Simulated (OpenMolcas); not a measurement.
**La: CASSCF and CASPT2 terms and fine-structure levels**

Which level of La lies lowest, and where do the others fall? The reference wave functions come first, then spin-orbit coupling, then second-order correlation under several settings.

The numbers are computed with OpenMolcas 26.06 (state-averaged CASSCF and CASPT2, spin-orbit coupling by RASSI with atomic mean-field integrals), except any that are marked as measured or tabulated.

## (1) The atom as given

```
Species                           : La (lanthanum, Z = 57, 57 electrons)
Basis                             : ANO-R1 [7s5p4d1f], 49 functions
Scalar Hamiltonian                : X2C, finite nucleus
Inactive shells                   : 1s 2s 2p 3s 3p 3d 4s 4p 4d 5s 5p
Active space                      : 3 electrons in 6 orbitals (5d 6s)
Some configurations of this space : 5d 6s², 5d² 6s, 5d³
Orbitals                          : optimised for each spin and parity, averaged over the low roots
```

Outer shells as boxes (Hund's rule):

5d 6s2
```
5d [↑ ][  ][  ][  ][  ]
6s [↑↓]
```

5d2 6s
```
5d [↑ ][↑ ][  ][  ][  ]
6s [↑ ]
```

5d3
```
5d [↑ ][↑ ][↑ ][  ][  ]
```

Each step is its own input file, run in one work folder so that later steps find the files of earlier ones. Labels, J, g values, rates, χT and fits are worked out afterwards by a script from the matrices that RASSI stores.

## (2) Basis and integrals

a.inp

```
&GATEWAY
Coord
1

La 0.0 0.0 0.0
Basis=ANO-R1
Group=XYZ
NoMove
AngMom=0.0 0.0 0.0
AMFI
&SEWARD
```

Launch:

```
> OMP_NUM_THREADS=1 MOLCAS_MEM=2252 MOLCAS_PROJECT=a pymolcas a.inp > a.log
```

## (3) CASSCF: quartets of even parity, 20 roots

a.inp

```
&RASSCF
FileOrb=start.orb
Symmetry=1
Spin=4
nActEl=3 0 0
Inactive=15 12
Ras2=6 0
CIRoot=20 20 1
SDav=20
CIMx=300
Iter=120 100
PrWF=0.3
OrbListing=Nothing
MaxOrb=0
Atom
>>> COPY $Project.JobIph JOB001
```

start.orb holds the contracted functions of the basis, ordered by shell, or the orbitals of the step before.

## (4) Reference wave functions, doublets of even parity, 65 roots

a.inp

```
&RASSCF
FileOrb=start.orb
Symmetry=1
Spin=2
nActEl=3 0 0
Inactive=15 12
Ras2=6 0
CIRoot=65 65 1
SDav=70
CIMx=300
Iter=120 100
PrWF=0.3
OrbListing=Nothing
MaxOrb=0
Atom
>>> COPY $Project.JobIph JOB002
```

## (5) State interaction with spin-orbit coupling

a.inp

```
&RASSI
NrOfJobIphs=2 20 65
1 2 3 4 5 6 7 8 9 10 11 12 13 14 15 16 17 18 19 20
1 2 3 4 5 6 7 8 9 10 11 12 13 14 15 16 17 18 19 20 21 22 23 24 25 26 27
28 29 30 31 32 33 34 35 36 37 38 39 40 41 42 43 44 45 46 47 48 49 50 51
52 53 54 55 56 57 58 59 60 61 62 63 64 65
IphNames
JOB001
JOB002
EJob
SpinOrbit
DIPRint=1.0
SOCoupling=1000.0
Subsets=2
MEES
Property=10
'ANGMOM' 1 'ANGMOM' 2 'ANGMOM' 3 'MLTPL  1' 1 'MLTPL  1' 2 'MLTPL  1' 3
'AMFI' 1 'AMFI' 2 'AMFI' 3 'MLTPL  2' 6
SOProperty=3
'ANGMOM' 1 'ANGMOM' 2 'ANGMOM' 3
```

## (6) CASPT2: IPEA 0, real shift 0.05 (closed shells correlated: 4d 5s 5p)

a.inp

```
>>> COPY JOB001 $Project.JobIph
&CASPT2
Multistate=20 1 2 3 4 5 6 7 8 9 10 11 12 13 14 15 16 17 18 19 20
NoMult
Frozen=9 9
IPEA=0.0
Shift=0.05
MaxIter=60
WThr=0.0 0.3 0.05
PrWF=0.5
NoMix
>>> COPY JOB002 $Project.JobIph
&CASPT2
Multistate=65 1 2 3 4 5 6 7 8 9 10 11 12 13 14 15 16 17 18 19 20 21 22
23 24 25 26 27 28 29 30 31 32 33 34 35 36 37 38 39 40 41 42 43 44 45 46
47 48 49 50 51 52 53 54 55 56 57 58 59 60 61 62 63 64 65
NoMult
Frozen=9 9
IPEA=0.0
Shift=0.05
MaxIter=60
WThr=0.0 0.3 0.05
PrWF=0.5
NoMix
```

## (7) CASPT2: IPEA 0.15, sigma1 regulariser 0.4 (closed shells correlated: none)

Changes to a.inp since step 6:

```diff
@@ -4,5 +4,5 @@
 NoMult
-Frozen=9 9
-IPEA=0.0
-Shift=0.05
+Frozen=15 12
+IPEA=0.15
+Sig1=0.4
 MaxIter=60
@@ -17,5 +17,5 @@
 NoMult
-Frozen=9 9
-IPEA=0.0
-Shift=0.05
+Frozen=15 12
+IPEA=0.15
+Sig1=0.4
 MaxIter=60
```

## (8) CASPT2: IPEA 0.4, imaginary shift 0.25 (closed shells correlated: 5s 5p), extended multistate

a.inp

```
>>> COPY JOB001 $Project.JobIph
&CASPT2
XMultistate=20 1 2 3 4 5 6 7 8 9 10 11 12 13 14 15 16 17 18 19 20
Frozen=14 9
IPEA=0.4
Imaginary=0.25
MaxIter=60
WThr=0.0 0.3 0.05
PrWF=0.5
NoMix
>>> COPY JOB002 $Project.JobIph
&CASPT2
XMultistate=65 1 2 3 4 5 6 7 8 9 10 11 12 13 14 15 16 17 18 19 20 21 22
23 24 25 26 27 28 29 30 31 32 33 34 35 36 37 38 39 40 41 42 43 44 45 46
47 48 49 50 51 52 53 54 55 56 57 58 59 60 61 62 63 64 65
Frozen=14 9
IPEA=0.4
Imaginary=0.25
MaxIter=60
WThr=0.0 0.3 0.05
PrWF=0.5
NoMix
```

(Steps that only read results are left out.)

Before running it: what results should come out? Wanted: lowest level; first excited level; lowest level of another term; spin-orbit lowering of the lowest level; strongest of the lines computed, by gA.

As calculated:

| quantity | value |
| --- | --- |
| method | SS-CASPT2, IPEA 0, real shift 0.05 (closed shells correlated: 4d 5s 5p) |
| lowest level | 5d 6s² ²D_3/2, 98 % of that term, g = 0.793 |
| ground level listed by NIST | 2D3/2 |
| first excited level | 5d 6s² ²D_5/2 at 0.0956 eV |
| lowest level of another term | 5d² 6s ⁴F_3/2 at 0.288 eV |
| spin-orbit lowering of the lowest level | 0.0652 eV |
| strongest of the lines computed, by gA (one parity, so forbidden lines), at XMS-CASPT2 energies | 5d³ ²D_5/2 → 5d 6s² ²D_5/2, 380.2 nm, A = 8.87e+00 s⁻¹ |

Cost and accuracy by method:

```csv
method,time of its own steps,time with the reference,mean absolute difference from the measured levels (cm-1)
A. CASSCF,27 s,27 s,1900
"B. SS-CASPT2, IPEA 0, real shift 0.05, +4d 5s 5p",9.2 s,36 s,1600
"C. SS-CASPT2, IPEA 0.15, sigma1 regulariser 0.4, +none",3.5 s,30 s,1400
"D. XMS-CASPT2, IPEA 0.4, imaginary shift 0.25, +5s 5p",15 s,42 s,3600
```

Times are of one thread on a shared host.

**Reading.** The multiplet ²D is regular. Method C lies closest to the measured levels (1400 cm⁻¹ on average) and D farthest (3600). Only the configurations of the active space and the roots asked for are present. Not all states of the active space went into the spin-orbit step. Measured levels are paired by their LS label, which is uncertain where the leading share is low. CASPT2 does not keep the components of a term degenerate, and the means are used. Configurations with different d counts are hard to place against each other, and can be off by thousands to tens of thousands of cm-1. Only valence configurations of the active space appear, up to the ionisation limit; * or ° marks odd parity.
